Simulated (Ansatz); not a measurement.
# RbLaTa2O7: the cost of one run

Method: DFT r2SCAN, plane waves, PAW, scalar-relativistic, no spin polarisation, in Ansatz 0.2.0.

## 1. The structure to begin with

The cell holds 22 atoms (La2O14Rb2Ta4): a = 5.585 Å, b = 5.585 Å, c = 11.428 Å, α = 90.00°, β = 90.00°, γ = 90.00°.

Its coordinates follow in the input file.

## 2. Run 1

190 steps of 1 fs under a Langevin thermostat at 1500 K.

The input, input.yaml:

```yaml
accuracy: low
crystal:
  lattice:
    - [-3.949498, -3.949498, 0.0]
    - [3.949498, -3.949498, 0.0]
    - [0.0, 0.0, 11.427603]
  atoms:
    - { symbol: Rb, position: [0.0, 0.5, 0.5] }
    - { symbol: La, position: [0.0, 0.5, 0.0] }
    - { symbol: Ta, position: [0.5, 0.5, 0.203683] }
    - { symbol: Ta, position: [0.5, 0.5, 0.796317] }
    - { symbol: O, position: [0.5, 0.5, 0.0] }
    - { symbol: O, position: [0.25, 0.25, 0.16559] }
    - { symbol: O, position: [0.25, 0.75, 0.16559] }
    - { symbol: O, position: [0.25, 0.25, 0.83441] }
    - { symbol: O, position: [0.25, 0.75, 0.83441] }
    - { symbol: O, position: [0.5, 0.5, 0.362983] }
    - { symbol: O, position: [0.5, 0.5, 0.637017] }
    - { symbol: Rb, position: [0.5, 0.0, 0.5] }
    - { symbol: La, position: [0.5, 0.0, 0.0] }
    - { symbol: Ta, position: [0.0, 0.0, 0.203683] }
    - { symbol: Ta, position: [0.0, 0.0, 0.796317] }
    - { symbol: O, position: [0.0, 0.0, 0.0] }
    - { symbol: O, position: [0.75, 0.75, 0.16559] }
    - { symbol: O, position: [0.75, 0.25, 0.16559] }
    - { symbol: O, position: [0.75, 0.75, 0.83441] }
    - { symbol: O, position: [0.75, 0.25, 0.83441] }
    - { symbol: O, position: [0.0, 0.0, 0.362983] }
    - { symbol: O, position: [0.0, 0.0, 0.637017] }
basis:
  ecutwfc: 500.0
kpoints:
  mp_grid: { grid: [2, 2, 1] }
hamiltonian:
  xc: r2scan
scf:
  occupations: { method: fermi_dirac, width: 0.05 }
  lower_state_search: "off"
md:
  timestep: 1
  n_steps: 190
  ensemble: nvt_langevin
  temperature: 1500.0
  initial_velocities: maxwell_boltzmann
  seed: 330319
  friction: 0.05
```

On the command line:

```bash
$ ansatz run input.yaml --threads 2 --pin off --max-ram 5120MiB --backend cpu --events-out ev --progress --plain --runs-dir out
```

Q: Estimate wall time and peak memory on 2 threads of AMD EPYC 9R45 (Zen 5), shared host.

About 15 min, with a peak of 1.5 GiB.
